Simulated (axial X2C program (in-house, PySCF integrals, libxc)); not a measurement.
**ZnCa: bond curves with and without spin–orbit coupling**

Aim: find the lowest determinant of ZnCa, scan the bond at several levels and fit the constants, once spin-free and once with spin–orbit coupling.

Program: an in-house X2C program for linear molecules on PySCF integrals. Level of theory: all-electron X2C, Zn dyall-cv3z, Ca dyall-cv3z. These are calculated values, not measurements.

## Step 1: Set-up

Contents of task.json:

```json
{"zs": [30, 20], "q": 0, "bas": ["dyall-cv3z", "dyall-cv3z"], "levels": ["PBE0", "HF", "PBE50"], "cc": true, "r0": 2.89, "thr": -1.0, "nmax": 90, "npts": 10, "nst": 2, "ntry": 6}
```

Keys: zs atomic numbers; q charge; bas basis sets; levels methods (HF also brings MP2); cc coupled cluster on or off; r0 starting distance in Å; thr threshold in hartree for freezing inner shells (an s shell follows its p shell); nmax most natural virtual spinors; npts points asked for on the curve; nst determinants followed; ntry starts of the search.

On the command line:

```sh
python so2c.py task.json out
```

Spin-free means the one-electron spin-free X2C Hamiltonian; two-component (2c) means X2C with spin–orbit coupling and atomic mean-field two-electron Coulomb and Gaunt terms. Basis: Zn dyall-cv3z contracted to [9s10p6d3f2g], Ca dyall-cv3z contracted to [11s12p6d4f]; Gaussian nuclei, density fitting. Masses: Zn 63.929 u, Ca 39.963 u.

Notation: σ, π±, δ± give the projection m of an orbital's angular momentum (0, ±1, ±2), α and β its spin, Λ and M_S the sums; ω is the projection of a spinor's total angular momentum and Ω the sum. Logs are in hartree.

The results follow Hamiltonian by Hamiltonian and level by level.

## Step 2: State search with PBE0

PBE0 moves the distance from 2.890 Å to 3.747 Å and compares determinants there.

Spin-free determinants:

```tsv
ΔE (eV)	state	open shells
0.00	M_S = 0, Λ = 0	closed shell
1.48	M_S = 1, Λ = 0	beyond closed shells: 2 × σα
1.48	M_S = 1, Λ = 1	beyond closed shells: σα, π+α
1.75	M_S = 0, Λ = 1	beyond closed shells: σα, π+β
2.19	M_S = 1, Λ = 2	beyond closed shells: σα, δ+α
2.51	M_S = 0, Λ = 2	beyond closed shells: σα, δ+β
```

Two-component determinants:

| ΔE (eV) | state | open shells |
| --- | --- | --- |
| 0.00 | Ω = 0 | closed shell |
| 1.48 | Ω = 1 | excess of +ω over −ω: 2 × ω = 1/2 |
| 1.49 | Ω = 2 | excess of +ω over −ω: ω = 1/2, ω = 3/2 |
| 1.75 | Ω = 1 | excess of +ω over −ω: ω = -1/2, ω = 3/2 |
| 2.19 | Ω = 3 | excess of +ω over −ω: ω = 1/2, ω = 5/2 |
| 2.51 | Ω = 2 | excess of +ω over −ω: ω = -1/2, ω = 5/2 |

## Step 3: PBE0, spin-free

State followed: M_S = 0, Λ = 0 (closed shell). The scan is laid around 3.747 Å, a first estimate of the minimum, and this SCF restarts from the orbitals of the search.

The SCF at the reference distance of 3.747 Å:

```text
spin-free X2C-1e  PBE0
basis functions 213  fitting functions 907  grid points 5808
iter        total energy     max residual
   1      -2476.006143657     7.02e-05
   2      -2476.006143700     2.30e-05
   3      -2476.006143704     2.41e-05
   4      -2476.006143707     1.07e-05
converged
one-electron -3604.34118772  Coulomb 1151.53129172  exact exchange -26.46074486  xc functional -81.47164550  nuclear repulsion 84.73614266
```

Along the bond, energies from the lowest point:

| R (Å) | E (eV) | μ (D) | HOMO (eV) | LUMO (eV) | iterations |
| --- | --- | --- | --- | --- | --- |
| 3.260 | 0.0544 | -0.38 | -4.06 | -1.46 | 10 |
| 3.410 | 0.0197 | -0.25 | -4.10 | -1.39 | 9 |
| 3.522 | 0.0065 | -0.17 | -4.14 | -1.35 | 9 |
| 3.635 | 0.0006 | -0.09 | -4.17 | -1.31 | 9 |
| 3.747 | 0.0000 | -0.04 | -4.20 | -1.29 | 4 |
| 3.878 | 0.0035 | 0.02 | -4.23 | -1.29 | 8 |
| 4.009 | 0.0100 | 0.07 | -4.25 | -1.28 | 9 |
| 4.178 | 0.0204 | 0.11 | -4.28 | -1.27 | 8 |
| 4.384 | 0.0342 | 0.15 | -4.30 | -1.26 | 9 |
| 4.684 | 0.0529 | 0.16 | -4.32 | -1.24 | 9 |

Dipoles are positive if Ca is the positive end.

Outer orbitals at the reference distance:

```csv
symmetry,occupied,ε (eV),atomic character
π-α,yes,-30.34,100% Ca p
π+α,yes,-30.34,100% Ca p
σα,yes,-30.32,100% Ca p
δ-α,yes,-12.97,100% Zn d
δ+α,yes,-12.97,100% Zn d
π-α,yes,-12.96,100% Zn d
π+α,yes,-12.96,100% Zn d
σα,yes,-12.95,100% Zn d
σα,yes,-7.02,"82% Zn s, 8% Ca s, 7% Ca p"
σα,yes,-4.20,"77% Ca s, 14% Zn p, 5% Zn s"
σα,no,-1.29,"46% Zn p, 38% Ca p, 6% Ca s"
π-α,no,-1.27,"56% Ca p, 38% Zn p, 6% Ca d"
π+α,no,-1.27,"56% Ca p, 38% Zn p, 6% Ca d"
π-α,no,-0.63,"48% Ca d, 34% Ca p, 18% Zn p"
```

PBE0 fields in the half plane through the axis: z from -2.4 to 6.0 Å across, distance from the axis 0.15 to 2.25 Å upwards; Zn lies at z = 0 and Ca at z = 3.747 Å; the ELF is damped to zero where the density is low.

log10 density (e/bohr³). Ten even steps from '0' (-4.23 ) to '9' (1.37 ):
```
00011112221111122222222222211
00112222222222222223333322221
01122233333322222333333332222
11223334443333333333333333222
12233444444433333344444433322
12234455655443333445665443332
12334567876544333456776543332
12334568986544334467997643332
```

ELF. Ten even steps from '0' (0.00 ) to '9' (0.96 ):
```
00001233321000015899999999862
00124565543100126888889999986
01356665554311136653334689998
02576544344432245310000148999
14676432223343343101221014899
26764212221244441027887201699
36763225752234430179779710499
47753147374134530287777820389
```

Re = 3.707 Å, ωe = 59.3 cm⁻¹, ωexe = 0.979 cm⁻¹, Be = 0.04989 cm⁻¹, De = 0.105 eV, μ = -0.06 D.

## Step 4: HF, spin-free

Output at 3.747 Å:

```text
spin-free X2C-1e  HF
basis functions 213  fitting functions 907  grid points 5808
iter        total energy     max residual
   1      -2473.916732796     2.65e-01
   2      -2473.944602699     1.86e-02
   3      -2473.945492850     3.41e-02
   4      -2473.946933739     3.69e-03
   5      -2473.946943602     1.97e-04
   6      -2473.946944309     1.34e-04
   7      -2473.946944363     2.96e-05
   8      -2473.946944373     6.81e-06
   9      -2473.946944374     5.22e-06
  10      -2473.946944374     8.95e-07
converged
one-electron -3604.62284519  Coulomb 1151.92720616  exact exchange -105.98744801  xc functional 0.00000000  nuclear repulsion 84.73614266
```

No constants are quoted: the lowest point is the long end of the scan.

## Step 5: PBE50, spin-free

Output at 3.747 Å:

```text
spin-free X2C-1e  PBE50
basis functions 213  fitting functions 907  grid points 5808
iter        total energy     max residual
   1      -2476.035857076     8.81e-02
   2      -2476.038953703     1.39e-02
   3      -2476.039302815     2.32e-02
   4      -2476.039864682     8.26e-04
   5      -2476.039866995     1.30e-04
   6      -2476.039867093     3.53e-05
   7      -2476.039867103     1.77e-05
converged
one-electron -3604.87185563  Coulomb 1152.11706262  exact exchange -52.95786239  xc functional -55.06335437  nuclear repulsion 84.73614266
```

Re = 3.843 Å, ωe = 50.9 cm⁻¹, ωexe = 0.875 cm⁻¹, Be = 0.04642 cm⁻¹, De = 0.079 eV, μ = -0.15 D.

## Step 6: MP2 and beyond, spin-free

Correlated methods: 14 electrons correlated (frozen shells, counted by type: Zn 3 s, 2 p; Ca 3 s, 2 p), 300 virtual spinors in MP2, 90 natural virtuals in coupled cluster.

Output of the correlated part at 3.747 Å:

```text
correlated 14  virtual 300  natural virtual 90  E(MP2) -0.553359525  MP2 remainder -0.053561853
iter   CCSD correlation   residual
   1     -0.445991796   1.99e-01
   2     -0.467873230   8.57e-02
   3     -0.469109530   4.05e-02
   4     -0.468490957   1.29e-02
   5     -0.468820300   5.39e-03
   6     -0.468867219   1.69e-03
   7     -0.468814317   6.18e-04
   8     -0.468804418   1.71e-04
   9     -0.468809605   7.86e-05
  10     -0.468806976   3.93e-05
  11     -0.468807728   1.63e-05
  12     -0.468807770   6.68e-06
  13     -0.468807687   2.27e-06
  14     -0.468807662   9.45e-07
  15     -0.468807657   4.43e-07
(T) -0.013567110  T1 0.0222  D1 0.0438  max T2 0.141
```

T1 in the output is the amplitude norm over the root of the electron number; divide by √2 for the Lee–Taylor value.

MP2: No constants are quoted: too few points lie around the minimum for a second fit to confirm the first.

CCSD: No constants are quoted: the lowest point is the long end of the scan.

CCSD(T): No constants are quoted: the lowest point is the long end of the scan.

## Step 7: A higher determinant, spin-free

State: M_S = 1, Λ = 0 (beyond closed shells: 2 × σα).

Output at the reference distance:

```text
spin-free X2C-1e  PBE0
basis functions 213  fitting functions 907  grid points 5808
iter        total energy     max residual
   1      -2475.951642372     3.01e-05
   2      -2475.951642398     1.88e-05
   3      -2475.951642406     7.55e-06
converged
one-electron -3604.96130497  Coulomb 1152.24596583  exact exchange -26.47366043  xc functional -81.49878550  nuclear repulsion 84.73614266
```

| R (Å) | E above the lowest PBE0 point (eV) |
| --- | --- |
| 3.260 | 1.363 |
| 3.410 | 1.389 |
| 3.522 | 1.418 |
| 3.635 | 1.450 |
| 3.747 | 1.483 |
| 3.878 | 1.521 |
| 4.009 | 1.556 |
| 4.178 | 1.596 |
| 4.384 | 1.637 |

No constants are quoted: the lowest point is the short end of the scan.

## Step 8: The spin-free curves together

Energy (eV) of the followed determinant, spin-free, from each level's lowest point:

| R (Å) | PBE0 | HF | MP2 | CCSD | CCSD(T) | PBE50 |
| --- | --- | --- | --- | --- | --- | --- |
| 3.260 | 0.054 | 0.310 | 0.117 | n/a | n/a | 0.081 |
| 3.410 | 0.020 | 0.222 | 0.067 | 0.077 | 0.064 | 0.037 |
| 3.522 | 0.006 | 0.173 | 0.042 | 0.052 | 0.040 | 0.018 |
| 3.635 | 0.001 | 0.134 | 0.025 | 0.035 | 0.025 | 0.006 |
| 3.747 | 0.000 | 0.104 | 0.014 | 0.023 | 0.014 | 0.001 |
| 3.878 | 0.004 | 0.077 | 0.006 | 0.013 | 0.007 | 0.000 |
| 4.009 | 0.010 | 0.056 | 0.002 | 0.006 | 0.003 | 0.003 |
| 4.178 | 0.020 | 0.035 | 0.000 | 0.000 | 0.000 | 0.009 |
| 4.384 | 0.034 | 0.017 | 0.001 | n/a | n/a | 0.019 |
| 4.684 | 0.053 | 0.000 | 0.005 | n/a | n/a | 0.034 |

## Step 9: PBE0, 2c

State followed: Ω = 0 (closed shell). The scan is laid around 3.747 Å, a first estimate of the minimum, and this SCF restarts from the orbitals of the search.

Output at 3.747 Å:

```text
two-component X2C + atomic mean field  PBE0
basis functions 213  fitting functions 907  grid points 5808
iter        total energy     max residual
   1      -2475.330571754     3.06e-05
   2      -2475.330571754     8.40e-06
converged
one-electron -3602.61253263  Coulomb 1151.15356257  exact exchange -26.45224044  xc functional -81.44507814  nuclear repulsion 84.73614266  atomic mean-field constant -0.71042578
```

Along the bond, energies from the lowest point:

| R (Å) | E (eV) | μ (D) | HOMO (eV) | LUMO (eV) | iterations |
| --- | --- | --- | --- | --- | --- |
| 3.260 | 0.0546 | -0.38 | -4.05 | -1.47 | 10 |
| 3.410 | 0.0199 | -0.25 | -4.10 | -1.40 | 9 |
| 3.522 | 0.0066 | -0.17 | -4.14 | -1.36 | 9 |
| 3.635 | 0.0007 | -0.10 | -4.17 | -1.32 | 9 |
| 3.747 | 0.0000 | -0.04 | -4.20 | -1.30 | 2 |
| 3.878 | 0.0035 | 0.02 | -4.23 | -1.29 | 8 |
| 4.009 | 0.0099 | 0.07 | -4.25 | -1.28 | 9 |
| 4.178 | 0.0203 | 0.11 | -4.28 | -1.27 | 8 |
| 4.384 | 0.0341 | 0.15 | -4.30 | -1.26 | 9 |
| 4.684 | 0.0528 | 0.16 | -4.32 | -1.24 | 9 |

Dipoles are positive if Ca is the positive end.

Outer spinors at the reference distance:

| ω | occupied | ε (eV) | atomic character | λ mixture |
| --- | --- | --- | --- | --- |
| 1/2 | yes | -30.57 | 100% Ca p | 69% π, 31% σ |
| 3/2 | yes | -30.21 | 100% Ca p | 100% π |
| 1/2 | yes | -30.20 | 100% Ca p | 69% σ, 31% π |
| 3/2 | yes | -13.18 | 100% Zn d | 81% δ, 19% π |
| 1/2 | yes | -13.17 | 100% Zn d | 60% π, 40% σ |
| 5/2 | yes | -12.84 | 100% Zn d | 100% δ |
| 3/2 | yes | -12.83 | 100% Zn d | 81% π, 19% δ |
| 1/2 | yes | -12.83 | 100% Zn d | 60% σ, 40% π |
| 1/2 | yes | -7.02 | 82% Zn s, 8% Ca s, 7% Ca p | 100% σ |
| 1/2 | yes | -4.20 | 77% Ca s, 14% Zn p, 5% Zn s | 100% σ |
| 1/2 | no | -1.30 | 46% Zn p, 39% Ca p, 7% Ca d | 88% σ, 12% π |
| 1/2 | no | -1.27 | 54% Ca p, 38% Zn p, 6% Ca d | 88% π, 12% σ |
| 3/2 | no | -1.26 | 56% Ca p, 37% Zn p, 6% Ca d | 100% π |
| 1/2 | no | -0.64 | 48% Ca d, 34% Ca p, 18% Zn p | 100% π |

PBE0 fields in the half plane through the axis: z from -2.4 to 6.0 Å across, distance from the axis 0.15 to 2.25 Å upwards; Zn lies at z = 0 and Ca at z = 3.747 Å; the ELF is damped to zero where the density is low.

log10 density (e/bohr³). Ten even steps from ' ' (-4.23 ) to '@' (1.37 ):
```
      ........::::::..........::::::::::::::::::::::::....
    ....::::::::::::::::::::::::::::::----------::::::::..
  ....::::::------------::::::::::----------------::::::::
....::::------======--------------------------------::::::
..::::----==============------------============------::::
..::::--====++++**++++====--------====++****++====------::
..::----==++**##%%##**++====------==++**####**++==------::
..::----==++**%%@@%%**++====----====**##@@@@##**==------::
```

ELF. Ten even steps from '0' (0.00 ) to '9' (0.96 ):
```
00001233321000015899999999862
00124565543100126888889999986
01356665554311136653334689998
02576544344432245310000148999
14776432223343343101221014899
26764212221244441027887201699
36763225752234430179779710499
47753147374134530287777820389
```

Re = 3.708 Å, ωe = 59.2 cm⁻¹, ωexe = 0.979 cm⁻¹, Be = 0.04986 cm⁻¹, De = 0.104 eV, μ = -0.06 D.

## Step 10: HF, 2c

Output at 3.747 Å:

```text
two-component X2C + atomic mean field  HF
basis functions 213  fitting functions 907  grid points 5808
iter        total energy     max residual
   1      -2473.242214927     2.65e-01
   2      -2473.270069016     1.87e-02
   3      -2473.270958806     3.40e-02
   4      -2473.272397017     3.69e-03
   5      -2473.272406813     1.97e-04
   6      -2473.272407515     1.34e-04
   7      -2473.272407570     3.00e-05
   8      -2473.272407580     7.14e-06
   9      -2473.272407581     5.61e-06
  10      -2473.272407582     9.88e-07
converged
one-electron -3602.89365977  Coulomb 1151.54894151  exact exchange -105.95340620  xc functional 0.00000000  nuclear repulsion 84.73614266  atomic mean-field constant -0.71042578
```

No constants are quoted: the lowest point is the long end of the scan.

## Step 11: PBE50, 2c

Output at 3.747 Å:

```text
two-component X2C + atomic mean field  PBE50
basis functions 213  fitting functions 907  grid points 5808
iter        total energy     max residual
   1      -2475.360651635     8.81e-02
   2      -2475.363747000     1.40e-02
   3      -2475.364096540     2.32e-02
   4      -2475.364657627     8.28e-04
   5      -2475.364659935     1.31e-04
   6      -2475.364660032     3.50e-05
   7      -2475.364660042     1.75e-05
converged
one-electron -3603.14352337  Coulomb 1151.73969434  exact exchange -52.94086742  xc functional -55.04568047  nuclear repulsion 84.73614266  atomic mean-field constant -0.71042578
```

Re = 3.844 Å, ωe = 50.9 cm⁻¹, ωexe = 0.874 cm⁻¹, Be = 0.0464 cm⁻¹, De = 0.079 eV, μ = -0.15 D.

## Step 12: MP2 and beyond, 2c

Correlated methods: 14 electrons correlated (frozen shells, counted by type: Zn 3 s, 2 p; Ca 3 s, 2 p), 300 virtual spinors in MP2, 90 natural virtuals in coupled cluster.

Output of the correlated part at 3.747 Å:

```text
correlated 14  virtual 300  natural virtual 90  E(MP2) -0.553121741  MP2 remainder -0.053581745
iter   CCSD correlation   residual
   1     -0.445831343   1.99e-01
   2     -0.467680295   8.56e-02
   3     -0.468909678   4.05e-02
   4     -0.468292679   1.29e-02
   5     -0.468621954   5.39e-03
   6     -0.468668610   1.69e-03
   7     -0.468615794   6.17e-04
   8     -0.468605955   1.71e-04
   9     -0.468611126   7.88e-05
  10     -0.468608500   3.95e-05
  11     -0.468609254   1.64e-05
  12     -0.468609295   6.79e-06
  13     -0.468609211   2.39e-06
  14     -0.468609184   1.09e-06
  15     -0.468609179   5.83e-07
(T) -0.013545359  T1 0.0221  D1 0.0437  max T2 0.142
```

MP2: No constants are quoted: too few points lie around the minimum for a second fit to confirm the first.

CCSD: No constants are quoted: the lowest point is the long end of the scan.

CCSD(T): No constants are quoted: the lowest point is the long end of the scan.

## Step 13: A higher determinant, 2c

State: Ω = 1 (excess of +ω over −ω: 2 × ω = 1/2).

Output at the reference distance:

```text
two-component X2C + atomic mean field  PBE0
basis functions 213  fitting functions 907  grid points 5808
iter        total energy     max residual
   1      -2475.276074198     5.86e-05
   2      -2475.276074219     2.37e-05
   3      -2475.276074243     5.02e-05
   4      -2475.276074266     5.40e-05
   5      -2475.276074285     2.66e-05
   6      -2475.276074300     9.59e-06
   7      -2475.276074307     7.09e-06
converged
one-electron -3603.25368741  Coulomb 1151.89006224  exact exchange -26.46527470  xc functional -81.47289131  nuclear repulsion 84.73614266  atomic mean-field constant -0.71042578
```

| R (Å) | E above the lowest PBE0 point (eV) |
| --- | --- |
| 3.260 | 1.363 |
| 3.410 | 1.389 |
| 3.522 | 1.418 |
| 3.635 | 1.450 |
| 3.747 | 1.483 |
| 3.878 | 1.521 |
| 4.009 | 1.556 |
| 4.178 | 1.596 |
| 4.384 | 1.637 |

No constants are quoted: the lowest point is the short end of the scan.

## Step 14: The 2c curves together

Energy (eV) of the followed determinant, 2c, from each level's lowest point:

| R (Å) | PBE0 | HF | MP2 | CCSD | CCSD(T) | PBE50 |
| --- | --- | --- | --- | --- | --- | --- |
| 3.260 | 0.055 | 0.310 | 0.118 | n/a | n/a | 0.081 |
| 3.410 | 0.020 | 0.222 | 0.067 | 0.079 | 0.065 | 0.037 |
| 3.522 | 0.007 | 0.173 | 0.042 | 0.054 | 0.042 | 0.018 |
| 3.635 | 0.001 | 0.135 | 0.026 | 0.037 | 0.026 | 0.006 |
| 3.747 | 0.000 | 0.104 | 0.014 | 0.025 | 0.016 | 0.001 |
| 3.878 | 0.003 | 0.077 | 0.006 | 0.014 | 0.008 | 0.000 |
| 4.009 | 0.010 | 0.056 | 0.002 | 0.006 | 0.003 | 0.003 |
| 4.178 | 0.020 | 0.035 | 0.000 | 0.000 | 0.000 | 0.009 |
| 4.384 | 0.034 | 0.017 | 0.001 | n/a | n/a | 0.019 |
| 4.684 | 0.053 | 0.000 | 0.005 | n/a | n/a | 0.034 |

Time for the job: 2.9 min (1 thread of AMD EPYC 7B13 (Zen 3), shared host); peak memory 0.94 GiB.

## Step 15: What came out

Lowest determinant that the search found at its distance, spin-free: M_S = 0, Λ = 0 (closed shell).

Lowest determinant that the search found at its distance, 2c: Ω = 0 (closed shell).

```csv
Hamiltonian,level,Re (Å),ωe (cm⁻¹),De (eV),μ (D)
spin-free,PBE0,3.707,59.3,0.105,-0.06
spin-free,PBE50,3.843,50.9,0.079,-0.15
2c,PBE0,3.708,59.2,0.104,-0.06
2c,PBE50,3.844,50.9,0.079,-0.15
```

Dipoles are positive if Ca is the positive end. No constants: spin-free HF (the lowest point is the long end of the scan); spin-free MP2 (too few points lie around the minimum for a second fit to confirm the first); spin-free CCSD (the lowest point is the long end of the scan); spin-free CCSD(T) (the lowest point is the long end of the scan); 2c HF (the lowest point is the long end of the scan); 2c MP2 (too few points lie around the minimum for a second fit to confirm the first); 2c CCSD (the lowest point is the long end of the scan); 2c CCSD(T) (the lowest point is the long end of the scan).

Time per point (s) on 1 thread of AMD EPYC 7B13 (Zen 3), shared host (2c runs); the times are rough: PBE0 0.42, PBE50 0.4.

At PBE0, going from spin-free to two-component changes Re by +1 mÅ, ωe by -0.1 %; the spin-free picture holds up (part of it comes from the scalar share of the two-electron terms). De moves by 0.00 eV; both De rest on single-determinant atoms, which can miss part of an open shell's spin–orbit lowering.

De refers to Zn + Ca, each in the lowest determinant found, which need not be this curve's own limit. The state is a single determinant with fixed occupations, the lowest that a limited PBE0 search found. Closed shells are restricted here (equal orbitals for both partners), which fails at long range if the bond breaks into open shells. De is counted from the lowest determinant-based energies of the atoms at the same level, without counterpoise correction.
